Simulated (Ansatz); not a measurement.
# triplet C2H4O2Si at 6 levels

We compute a comparison of 6 runs (UHF/3-21G, U-wB97X/cc-pVDZ, UBHLYP/cc-pVDZ, UCAM-B3LYP/cc-pVDZ, UPBE0/cc-pVDZ, UMP2/cc-pVDZ) of triplet C2H4O2Si. 

The results are computed with Ansatz 0.2.0.

56 further runs of the same task are left out: 56 set aside as unsound or not needed. Runs told in other sessions of the task aren't counted.

### 1 The system as given

C2H4O2Si: 9 atoms, total charge 0, spin state triplet. SMILES of the parent species: `C=C1O[SiH2]O1`. Geometry: relaxed at PBE0-D4/def2-TZVP. That shape belongs to the parent species and isn't relaxed for this state.

Bond lengths: C1–C2 1.319 Å, C2–O3 1.381 Å, O3–Si4 1.676 Å, C2–O5 1.381 Å, Si4–O5 1.676 Å, C1–H6 1.079 Å, C1–H7 1.079 Å, Si4–H8 1.478 Å, Si4–H9 1.478 Å. Some angles: C1–C2–O3 128.1°, C1–C2–O5 128.1°, O3–C2–O5 103.9°, C2–O3–Si4 87.6°, O3–Si4–O5 80.9°, C2–O5–Si4 87.6°, C2–C1–H6 119.7°, C2–C1–H7 119.7°, O3–Si4–H8 115.3°, O3–Si4–H9 115.3°.

### 2 A single-point energy at UHF/3-21G (run 1)

Contents of job.yaml:

```yaml
crystal:
  periodic: [false, false, false]
  atoms:
    - symbol: C
      position_ang: [0.527300, 1.358500, -1.129600]
    - symbol: C
      position_ang: [0.157300, 0.383100, -0.322900]
    - symbol: O
      position_ang: [-0.585200, 0.473600, 0.838200]
    - symbol: Si
      position_ang: [-0.440000, -1.190500, 0.978300]
    - symbol: O
      position_ang: [0.421700, -0.967300, -0.442100]
    - symbol: H
      position_ang: [0.243100, 2.374800, -0.904500]
    - symbol: H
      position_ang: [1.111300, 1.132600, -2.008400]
    - symbol: H
      position_ang: [-1.701100, -1.949600, 0.840800]
    - symbol: H
      position_ang: [0.354100, -1.661500, 2.132900]
basis:
  gaussian: {orbitals: 3-21G.json}
magnetization: {spin_polarized: true, initial_magnetization: 2}
hamiltonian: {xc: hf}
accuracy: high
output: {orbitals: {seedname: orbitals}}
```

The basis set 3-21G is read from a file made from the Basis Set Exchange's data (not shown).

Run with:

```console
$ ansatz run job.yaml --threads 1 --pin off --max-ram 3480MiB --events-out events.jsonl --progress --plain --runs-dir runs
```

Standard output:

```text
Warning: RAYON_NUM_THREADS=1 ignored (pool sized by the plan → 1); use --threads N
Functional definition: HF
  name "HF"
  exchange = exact_x
  correlation = 0
1351 factors; integrals over basis functions are off by at most 7.7e-9 eV
mean field evaluation 1: about -13974.9494 eV, gradient 2.7e1 eV
mean field evaluation 2: about -13975.5375 eV, gradient 2.7e1 eV
mean field evaluation 4: about -13979.0920 eV, gradient 2.6e0 eV
mean field evaluation 8: about -13979.2063 eV, gradient 4.7e-1 eV
mean field evaluation 16: about -13979.2131 eV, gradient 1.1e-5 eV
mean field evaluation 32: about -13980.6760 eV, gradient 1.5e-2 eV
mean field evaluation 64: about -13979.0676 eV, gradient 6.9e-1 eV
mean field evaluation 96: about -13975.6735 eV, gradient 2.4e1 eV
mean field evaluation 128: about -13979.1918 eV, gradient 7.9e-1 eV
mean field -13980.67605387 eV, -513.7803685373 hartree, gradient 1.7e-8 eV, S^2 2.019730; 1 other end points of the search recorded, 0 dependent functions left out
reference -13980.67605387 eV, -513.7803685373 hartree; 24, 22 occupied and 33, 35 virtual orbitals, 1351 factors
Total energy: -13980.67605387 eV, -513.7803685373 hartree
```

Run time: 3.6 s. Hardware: 1 thread of Arm Neoverse V1, shared host; peak memory 0.22 GiB.

### 3 The energy at U-wB97X/cc-pVDZ (run 2)

Contents of run.yaml:

```yaml
crystal:
  periodic: [false, false, false]
  atoms:
    - symbol: C
      position_ang: [0.527300, 1.358500, -1.129600]
    - symbol: C
      position_ang: [0.157300, 0.383100, -0.322900]
    - symbol: O
      position_ang: [-0.585200, 0.473600, 0.838200]
    - symbol: Si
      position_ang: [-0.440000, -1.190500, 0.978300]
    - symbol: O
      position_ang: [0.421700, -0.967300, -0.442100]
    - symbol: H
      position_ang: [0.243100, 2.374800, -0.904500]
    - symbol: H
      position_ang: [1.111300, 1.132600, -2.008400]
    - symbol: H
      position_ang: [-1.701100, -1.949600, 0.840800]
    - symbol: H
      position_ang: [0.354100, -1.661500, 2.132900]
basis:
  gaussian: {orbitals: cc-pVDZ}
magnetization: {spin_polarized: true, initial_magnetization: 2}
hamiltonian: {xc: {name: wB97X}}
accuracy: high
output: {orbitals: {seedname: orbitals}}
```

Run with:

```console
$ ansatz run run.yaml --threads 1 --pin off --max-ram 3480MiB --events-out events.jsonl --progress --plain --runs-dir runs
```

Standard output (excerpt; [...] marks lines left out):

```text
Warning: RAYON_NUM_THREADS=1 ignored (pool sized by the plan → 1); use --threads N
Functional definition: wB97X
  name "wB97X"
[...]
      + exact_x_lr(omega)
[...]
      + integral(e_c_pw_opposite_spin*poly(b97_u_opposite, 1, cos1, cos2, cos3, cos4))
2196 factors; integrals over basis functions are off by at most 3.5e-9 eV
371 factors; integrals over basis functions are off by at most 2.7e-9 eV
[...]
mean field -14104.41375834 eV, -518.3276453038 hartree, gradient 7.9e-8 eV, S^2 2.006997; 2 other end points of the search recorded, 0 dependent functions left out
reference -14104.41375542 eV, -518.3276451967 hartree; 24, 22 occupied and 70, 72 virtual orbitals, 2196 factors
Total energy: -14104.41375542 eV, -518.3276451967 hartree
```

Wall time 86 s (1 thread of Arm Neoverse V1, shared host); peak memory 0.92 GiB.

Runs 3 to 5 aren't shown in full; the table further down has their settings and results.

### 4 The energy at UMP2/cc-pVDZ (run 6)

Contents of run.yaml:

```yaml
crystal:
  periodic: [false, false, false]
  atoms:
    - {symbol: C, position_ang: [0.527300, 1.358500, -1.129600]}
    - {symbol: C, position_ang: [0.157300, 0.383100, -0.322900]}
    - {symbol: O, position_ang: [-0.585200, 0.473600, 0.838200]}
    - {symbol: Si, position_ang: [-0.440000, -1.190500, 0.978300]}
    - {symbol: O, position_ang: [0.421700, -0.967300, -0.442100]}
    - {symbol: H, position_ang: [0.243100, 2.374800, -0.904500]}
    - {symbol: H, position_ang: [1.111300, 1.132600, -2.008400]}
    - {symbol: H, position_ang: [-1.701100, -1.949600, 0.840800]}
    - {symbol: H, position_ang: [0.354100, -1.661500, 2.132900]}
basis:
  gaussian: {orbitals: cc-pVDZ}
accuracy: high
correlation: {method: mp2, frozen_orbitals: {C: 1, H: 0, O: 1, Si: 5}}
magnetization: {spin_polarized: true, initial_magnetization: 2}
```

Run with:

```console
$ ansatz run run.yaml --threads 1 --pin off --max-ram 3480MiB --events-out events.jsonl --progress --plain --runs-dir runs
```

Standard output (excerpt; [...] marks lines left out):

```text
Warning: RAYON_NUM_THREADS=1 ignored (pool sized by the plan → 1); use --threads N
[... 2 set-up lines as earlier in the session ...]
[...]
2196 factors; integrals over basis functions are off by at most 3.5e-9 eV
[...]
mean field -14057.33554007 eV, -516.5975526932 hartree, gradient 1.9e-8 eV, S^2 2.020894; 8 other end points of the search recorded, 0 dependent functions left out
9 core orbitals not correlated: weight in the atoms' cores, before any rotation towards them, 1.000 or more for the frozen orbitals, at most 0.000 for the correlated occupied ones
reference -14057.33554007 eV, -516.5975526932 hartree; 15, 13 occupied and 70, 72 virtual orbitals, 2196 factors
second order -18.25962510 eV of doubles, -0.00000000 eV of singles
Total energy: -14075.59516517 eV, -517.2685815389 hartree
```

It took 11 s on 1 thread of Arm Neoverse V1, shared host; peak memory 0.48 GiB.

### 5 All runs side by side

```
run               level  frozen core orbitals  energy (Eh)  HOMO energy (eV)  LUMO energy (eV)   ⟨S²⟩  wall time
  1           UHF/3-21G                     –  -513.780369             -5.46              1.93  2.020      3.6 s
  2     U-wB97X/cc-pVDZ                     –  -518.327645             -4.00             -1.05  2.007       86 s
  3      UBHLYP/cc-pVDZ                     –  -518.280003             -3.00             -1.91  2.009       23 s
  4  UCAM-B3LYP/cc-pVDZ                     –  -518.308064             -3.08             -1.97  2.006       38 s
  5       UPBE0/cc-pVDZ                     –  -518.025481             -1.91                 –  2.007       51 s
  6        UMP2/cc-pVDZ                     9  -517.268582                 –                 –  2.021       11 s
```

### 6 What came out

| quantity | value |
| --- | --- |
| run 6: total energy | -517.26858 Eh |
| run 6: correlation energy (9 core orbitals frozen) | -671.0 mEh |
| run 6: ⟨S²⟩ of the reference determinant | 2.021 |

What this shows: Totals of different functionals can't be ranked against each other. All runs together took 3.5 min, the longest 86 s.
